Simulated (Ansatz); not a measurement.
Write a Python script for the Ansatz DFT code, driven from Python that makes a geometry optimisation of GeH2I, SMILES [GeH2][I]. Settings: CAM-B3LYP, def2-SVP basis, multiplicity 2.

The script reads `geh2i.xyz`:
```text
4

Ge   -0.00210   -0.35810   -0.41450
I     1.52200   -0.15870    1.55500
H    -1.52550   -0.57010    0.06590
H     0.06110    1.02660   -1.22670
```

The script, `geh2i_opt.py`:
```python
"""Relax the GeH2I molecule."""

import itertools

import ansatz as az
from ase.data import atomic_numbers, covalent_radii
import numpy as np
import pandas as pd

molecule = az.Crystal.molecule_from_extxyz("geh2i.xyz")

setup = (
    molecule.calculation()
    .basis(gaussian="def2-SVP")
    .functional("CAM-B3LYP")
    .spin("collinear", total=1)
)
symbols = [site.symbol for site in molecule.cartesian_sites]
start = np.array([site.position_ang for site in molecule.cartesian_sites], dtype=float)
def progress(event):
    if event["event"] == "relax_step":
        row = event["data"]
        print(f"step {row['step']:3d}  E = {row['lagrangian_ev']:.6f} eV  largest force component {row['allowed_force_max_ev_ang']:.4f} eV/A")


rep = setup.relax(force_tolerance=0.005).session().plan().execute(on_event=progress).report
end = np.array(rep["positions_ang"])

print("reference energy %16.6f eV" % rep["reference_energy_ev"])
print("total energy     %16.6f eV" % rep["free_energy_ev"])
print("occupied orbitals outside the frozen core (up, down):", rep["n_occupied"], " frozen:", rep["n_frozen"], " virtual:", rep["n_virtual"])

# pairs closer than 1.2 times the sum of covalent radii, before or after
radius = [covalent_radii[atomic_numbers[s]] for s in symbols]
span = lambda where, i, j: np.linalg.norm(where[i] - where[j])
bonded = [(i, j) for i, j in itertools.combinations(range(len(symbols)), 2) if min(span(start, i, j), span(end, i, j)) < 1.2 * (radius[i] + radius[j])]
print("pair        before    after (A)")
for i, j in bonded:
    print(f"{symbols[i]}{i}-{symbols[j]}{j}".ljust(10), f"{span(start, i, j):8.4f} {span(end, i, j):8.4f}")

charges = rep["charge_distribution"]
table = pd.DataFrame({"atom": symbols, "mulliken": charges["mulliken_charges_e"], "lowdin": charges["lowdin_charges_e"]})
print(table.round(3).to_string())
print("dipole (e A):", np.round(charges["dipole_moment_e_ang"], 4) + 0.0)
```

```console
$ python geh2i_opt.py
step   1  E = -64647.474850 eV  largest force component 1.0050 eV/A
step   2  E = -64647.537577 eV  largest force component 0.1885 eV/A
step   3  E = -64647.540265 eV  largest force component 0.0165 eV/A
step   4  E = -64647.540298 eV  largest force component 0.0003 eV/A
reference energy    -64647.540398 eV
total energy        -64647.540398 eV
occupied orbitals outside the frozen core (up, down): [30, 29]  frozen: 0  virtual: [38, 39]
pair        before    after (A)
Ge0-I1       2.4983   2.5215
Ge0-H2       1.6114   1.5456
Ge0-H3       1.6066   1.5456
  atom  mulliken  lowdin
0   Ge     0.233  -0.003
1    I    -0.155   0.108
2    H    -0.039  -0.053
3    H    -0.039  -0.053
dipole (e A): [-0.1874 -0.012  -0.2348]
```

Total energies depend on the basis set; only differences at equal settings carry meaning. The end point is the stationary point reached from this start; no frequency run checks that it is a minimum, and the basis set is modest. def2 sets replace the cores of elements past krypton by effective core potentials. The run takes the species as open-shell (spin multiplicity 2), which needn't be its ground state. The Löwdin charges here are taken after orthogonalising the functions within each atom; they differ from plain Löwdin charges, and their signs can be unphysical. Finished in 23 s on 1 thread of Arm Neoverse V1, with other jobs on the host, peak memory 0.34 GiB.
